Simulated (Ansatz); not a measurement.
Run this with the Python package of Ansatz (0.2.0) and show what comes out.

`osn.xyz`
```text
2

Sn    0.00000    0.00000    0.00000
O     0.00000    0.00000    2.05000
```

The script, `run_states.py`:
```python
"""Restricted and unrestricted solutions of OSn(+), stretched and not."""

import ansatz as az
import numpy as np


def main() -> None:
    geometry = az.Crystal.molecule_from_extxyz("osn.xyz")
    symbols = [site.symbol for site in geometry.cartesian_sites]

    start = np.array([site.position_ang for site in geometry.cartesian_sites])
    for factor in [1.0, 1.25, 1.6]:
        xyz = (start - start.mean(axis=0)) * factor
        scaled = az.Crystal.molecule()
        for symbol, place in zip(symbols, xyz):
            scaled = scaled.atom(symbol, place.tolist())
        model = (
            scaled.calculation()
            .basis(gaussian="def2-SVP")
            .functional("HF")
            .charge(1)
            .spin("collinear", total=1)
        )
        for search in ("off", "standard"):
            try:
                r = model.scf(lower_state_search=search).run().report
            except az.AnsatzError as error:
                print(f"x{factor} search {search}: {type(error).__name__}")
                continue
            state = r["mean_field"]["state"]
            print(f"all distances x{factor}, search {search:8s} E = {r['free_energy_ev']:.5f} eV  <S^2> = {abs(state['spin_squared']):.3f}  other states met: {len(r['mean_field']['others'])}")


if __name__ == "__main__":
    main()
```

```console
$ python run_states.py
all distances x1.0, search off      E = -7831.55937 eV  <S^2> = 0.795  other states met: 0
all distances x1.0, search standard E = -7832.55547 eV  <S^2> = 0.769  other states met: 8
all distances x1.25, search off      E = -7831.88469 eV  <S^2> = 1.738  other states met: 0
all distances x1.25, search standard E = -7831.88469 eV  <S^2> = 1.738  other states met: 13
all distances x1.6, search off      E = -7830.55507 eV  <S^2> = 1.720  other states met: 0
all distances x1.6, search standard E = -7831.79866 eV  <S^2> = 1.766  other states met: 7
```

Total energies depend on the basis set; only differences at equal settings carry meaning. The count of other states can hold repeated and symmetry-equivalent ends of the search; scaling all distances is a test, and for more than two atoms no physical path. def2 sets replace the cores of elements past krypton by effective core potentials. The species is open-shell (spin multiplicity 2). The expectation value of S² is noticeably off S(S+1) in at least one run, so that state is spin-contaminated. The spin state was assumed, and another may lie lower. The whole script took 7.9 s on 1 thread of Arm Neoverse V1 (shared host), peak memory 0.16 GiB.

(Lines on the test bed's own set-up are left out of the output.)
